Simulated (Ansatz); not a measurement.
# CH9BOSi2: how energies converge with the basis set

How large a basis does CH9BOSi2 need? Two functionals are run in growing sets.

The runs use Ansatz 0.2.0, Gaussian basis; one geometry, several basis sets.

The runs, in order: PBE0-D4/def2-SVP; ωB97M-V/def2-SVP; PBE0-D4/def2-QZVPP; ωB97M-V/def2-QZVPP; the functionals' def2-TZVPP values are taken from earlier runs.

## 1. Structure used throughout

An earlier PBE0-D4 in a triple-zeta def2 set relaxation fixed the geometry.

SMILES `CBO[SiH2][SiH3]`, 14 atoms, charge 0, spin multiplicity 1.

Atoms are counted from 1 here; the program's logs count them from 0.

Bond lengths: C1–B2 1.565 Å, C1–H6 1.093 Å, C1–H7 1.095 Å, C1–H8 1.097 Å, B2–O3 1.356 Å, B2–H9 1.203 Å, O3–Si4 1.659 Å, Si4–Si5 2.344 Å, Si4–H10 1.490 Å, Si4–H11 1.485 Å, Si5–H12 1.488 Å, Si5–H13 1.488 Å, Si5–H14 1.489 Å. Angles: B2–C1–H6 115.6°, B2–C1–H7 110.0°, B2–C1–H8 109.1°, H6–C1–H7 108.4°, H6–C1–H8 108.1°, H7–C1–H8 105.2°, C1–B2–O3 123.7°, C1–B2–H9 120.5°, O3–B2–H9 115.8°, B2–O3–Si4 133.9°, O3–Si4–Si5 111.1°, O3–Si4–H10 110.3°, O3–Si4–H11 106.4°, Si5–Si4–H10 110.1°, Si5–Si4–H11 110.5°, H10–Si4–H11 108.3°, Si4–Si5–H12 110.5°, Si4–Si5–H13 110.6° and more.

## 2. PBE0-D4 in def2-SVP

File in.yaml:

```yaml
crystal:
  periodic: [false, false, false]
  atoms:
    - {symbol: C, position_ang: [-0.953827, 0.399764, 1.797725]}
    - {symbol: B, position_ang: [-0.742344, -1.071770, 1.308907]}
    - {symbol: O, position_ang: [0.171627, -1.430364, 0.373660]}
    - {symbol: Si, position_ang: [1.299524, -0.594875, -0.511315]}
    - {symbol: Si, position_ang: [0.275671, 0.704647, -2.171881]}
    - {symbol: H, position_ang: [-0.262855, 1.138437, 1.383783]}
    - {symbol: H, position_ang: [-0.893394, 0.443669, 2.890545]}
    - {symbol: H, position_ang: [-1.975577, 0.714711, 1.553674]}
    - {symbol: H, position_ang: [-1.414711, -1.965112, 1.753972]}
    - {symbol: H, position_ang: [2.120913, 0.269922, 0.381271]}
    - {symbol: H, position_ang: [2.190374, -1.612962, -1.122672]}
    - {symbol: H, position_ang: [-0.609052, 1.731892, -1.558214]}
    - {symbol: H, position_ang: [-0.541409, -0.149811, -3.074647]}
    - {symbol: H, position_ang: [1.322259, 1.392851, -2.976206]}
basis:
  gaussian: {orbitals: def2-SVP}
hamiltonian: {xc: pbe0, dispersion: d4}
output: {orbitals: {seedname: orbitals}}
```

Further steps of the session: ωB97M-V in def2-SVP; PBE0-D4 in def2-QZVPP; ωB97M-V in def2-QZVPP.

Q: Predict the results of all the runs planned. Wanted: PBE0-D4: double and triple zeta above quadruple; ωB97M-V: double and triple zeta above quadruple.

**Answer**, as computed:

| quantity | value |
| --- | --- |
| PBE0-D4: double and triple zeta above quadruple | 10.82, 0.77 eV |
| ωB97M-V: double and triple zeta above quadruple | 11.02, 0.72 eV |

**Reading.** PBE0-D4 gains 10.05 eV from double to triple zeta, then 0.77 eV more. Total energies overstate the basis error of differences, where much of it tends to cancel. The LUMO of ωB97M-V is positive and keeps falling with the basis (1.80 to 1.12 eV): an unbound level that the basis holds in place.
